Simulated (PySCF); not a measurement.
# C₄H₇NSi: electronic excitations

Wanted: the electronic excitations of C₄H₇NSi (`CC#C/C=N/[SiH3]`), by calculation.

Programs: PySCF 2.14.0, with density-fitted response routines of our own. Each step states its level of theory. These are calculated values for one molecule in the gas phase, unless marked as measured. Atoms count from 0, in the outputs and in this text.

### Step 1. Starting geometry

13 atoms, charge 0, multiplicity 1; geometry from: GFN2-xTB.

Bonds of the start (Å): C0–C1 1.44, C1–C2 1.21, C2–C3 1.41, C3–N4 1.26, N4–Si5 1.71, C0–H6 1.09, C0–H7 1.09, C0–H8 1.09, C3–H9 1.10, Si5–H10 1.46, Si5–H11 1.46, Si5–H12 1.47.

### Step 2. Ultraviolet spectrum: PBE0/def2-SVPD

Job settings and geometry (Å):

```
{"job": {"kind": "uv", "xc": "PBE0", "basis": "def2-SVPD", "nstates": 8, "ntriplets": 3}, "charge": 0, "multiplicity": 1}
C     -3.301572     0.543578    -0.444774
C     -1.924244     0.120242    -0.403763
C     -0.774350    -0.239603    -0.376553
C      0.574949    -0.654920    -0.346556
N      1.503260     0.123702    -0.006559
Si     3.201578    -0.041926     0.140687
H     -3.480204     1.113182    -1.356741
H     -3.520426     1.178902     0.413065
H     -3.964830    -0.320906    -0.433059
H      0.730060    -1.703419    -0.645126
H      3.727851     0.966768    -0.776059
H      3.453101     0.272582     1.544657
H      3.770439    -1.357695    -0.188195
```

With the program's defaults for keys left out, this is: TDDFT PBE0/def2-SVPD, vertical, gas phase, core orbitals frozen in the response.

Started as:

```
OMP_NUM_THREADS=1 python probes_run.py task.json out
```

The driver reads the jobs from task.json and runs them one after another.

Predict these results of the whole session: lowest singlet (PBE0/def2-SVPD); brightest single state of those computed; lowest triplet.

The runs gave:

| quantity | value |
| --- | --- |
| lowest singlet (PBE0/def2-SVPD) | 3.71 eV (334 nm), f = 0.000 |
| brightest single state of those computed | state 3, 5.40 eV, f = 0.421 |
| lowest triplet | 3.14 eV |

The lowest singlet, at 3.71 eV, is HOMO→LUMO 0.99 and is dark; of the 8 states computed, the strongest absorption comes from state 3 at 5.40 eV. The lowest triplet lies 0.57 eV below the lowest singlet (triplets in Tamm-Dancoff, singlets in full TDDFT).
